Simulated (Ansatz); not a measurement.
# CH4AlFO: the cost of one run

Program: Ansatz 0.2.0. Level of theory: RKS BLYP-D4/def2-SVP. These are calculated values, not measurements.

## Step 1: The starting structure

Bond lengths: O1–Al2 1.782 Å, Al2–C3 1.972 Å, C3–F4 1.430 Å, O1–H5 1.009 Å, Al2–H6 1.609 Å, C3–H7 1.074 Å, C3–H8 1.162 Å. Angles: O1–Al2–C3 117.9°, O1–Al2–H6 121.1°, C3–Al2–H6 121.0°, Al2–O1–H5 108.0°, Al2–C3–F4 110.9°, Al2–C3–H7 112.4°, Al2–C3–H8 109.1°, F4–C3–H7 111.6°, F4–C3–H8 103.2°, H7–C3–H8 109.2°.

Structure file:

```xyz
8

O    -1.6268    0.9738   -0.9332
Al   -0.4085    0.6733    0.3322
C     0.6224   -1.0057    0.2404
F     1.4267   -1.0454   -0.9409
H    -1.1831    1.4941   -1.6749
H    -0.1441    1.7459    1.5026
H    -0.0025   -1.8758    0.3222
H     1.4080   -1.0173    1.0959
```

## Step 2: End point A

input.yaml

```yaml
crystal:
  periodic: [false, false, false]
  atoms:
    - { symbol: O, position_ang: [-1.6268, 0.9738, -0.9332] }
    - { symbol: Al, position_ang: [-0.4085, 0.6733, 0.3322] }
    - { symbol: C, position_ang: [0.6224, -1.0057, 0.2404] }
    - { symbol: F, position_ang: [1.4267, -1.0454, -0.9409] }
    - { symbol: H, position_ang: [-1.1831, 1.4941, -1.6749] }
    - { symbol: H, position_ang: [-0.1441, 1.7459, 1.5026] }
    - { symbol: H, position_ang: [-0.0025, -1.8758, 0.3222] }
    - { symbol: H, position_ang: [1.408, -1.0173, 1.0959] }
basis:
  gaussian: { orbitals: def2-SVP }
hamiltonian:
  xc: blyp
  dispersion: d4
relax:
  f_tol: 0.015
  max_steps: 40
output:
  orbitals: {}
```

Started as:

```bash
> ansatz run input.yaml --threads 1 --pin off --max-ram 2048MiB --backend cpu --events-out ev --progress --plain --runs-dir out
```

**Question.** How long does this run take on 1 thread of Arm Neoverse V2, shared host, and how much memory does it need?

About 71 s, with a peak of 0.14 GiB.
